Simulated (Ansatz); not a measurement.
# H3ClO: the cost of one run

Program: Ansatz 0.2.0. Level of theory: DFT PBE+D3(BJ), plane waves, PAW, scalar-relativistic, no spin polarisation. These are calculated values, not measurements.

## Step 1: Starting point

The cell holds 20 atoms (Cl4H12O4): a = 6.631 Å, b = 6.631 Å, c = 6.631 Å, α = 90.00°, β = 90.00°, γ = 90.00°.

Its coordinates follow in the input file.

## Step 2: Relaxing the start

input.yaml

```yaml
accuracy: low
crystal:
  lattice:
    - [6.631257, 0.0, 0.0]
    - [0.0, 6.631257, 0.0]
    - [0.0, 0.0, 6.631257]
  atoms:
    - { symbol: O, position: [0.8251478, 0.9851779, 0.1669406] }
    - { symbol: H, position: [0.8248434, 1.0470196, 0.0346183] }
    - { symbol: H, position: [0.8603825, 0.8458703, 0.1407568] }
    - { symbol: O, position: [0.4055006, 0.3126258, 0.2843363] }
    - { symbol: H, position: [0.4198112, 0.4173001, 0.183479] }
    - { symbol: H, position: [0.4129165, 0.1884902, 0.2077266] }
    - { symbol: O, position: [0.2034436, 0.0161512, -0.0068142] }
    - { symbol: H, position: [0.174077, 0.118147, 0.0935259] }
    - { symbol: H, position: [0.1164905, -0.0953877, 0.0296811] }
    - { symbol: O, position: [0.1235609, 0.6336742, 0.8879546] }
    - { symbol: H, position: [0.0047341, 0.5489632, 0.8941127] }
    - { symbol: H, position: [0.229484, 0.5500825, 0.9438689] }
    - { symbol: Cl, position: [0.5843134, 0.3631981, 0.6777351] }
    - { symbol: H, position: [0.707456, 0.330848, 0.8228104] }
    - { symbol: Cl, position: [0.9421138, 0.625326, 0.4355608] }
    - { symbol: H, position: [1.0218271, 0.4802027, 0.3363514] }
    - { symbol: Cl, position: [0.4291684, 0.9244738, 0.5937158] }
    - { symbol: H, position: [0.5771552, 0.9051395, 0.7161231] }
    - { symbol: Cl, position: [0.5655119, 0.6936637, 1.0052133] }
    - { symbol: H, position: [0.6768815, 0.5402185, 0.9690355] }
basis:
  ecutwfc: 420.0
kpoints:
  mp_grid: { grid: [1, 1, 1] }
hamiltonian:
  xc: pbe
  dispersion: d3bj
scf:
  occupations: { method: fermi_dirac, width: 0.02 }
  lower_state_search: "off"
relax:
  f_tol: 0.3
  max_steps: 15
  adjacent_minimum: "off"
output:
  write_density: true
  write_potential: true
  elf: true
  volumetric_format: npy
```

Command:

```console
> ansatz run input.yaml --threads 1 --pin off --max-ram 3072MiB --backend cpu --events-out ev --progress --plain --runs-dir out
```

What time and memory should one allow on 1 thread of Arm Neoverse V1, shared host?

About 30 s, with a peak of 0.36 GiB.
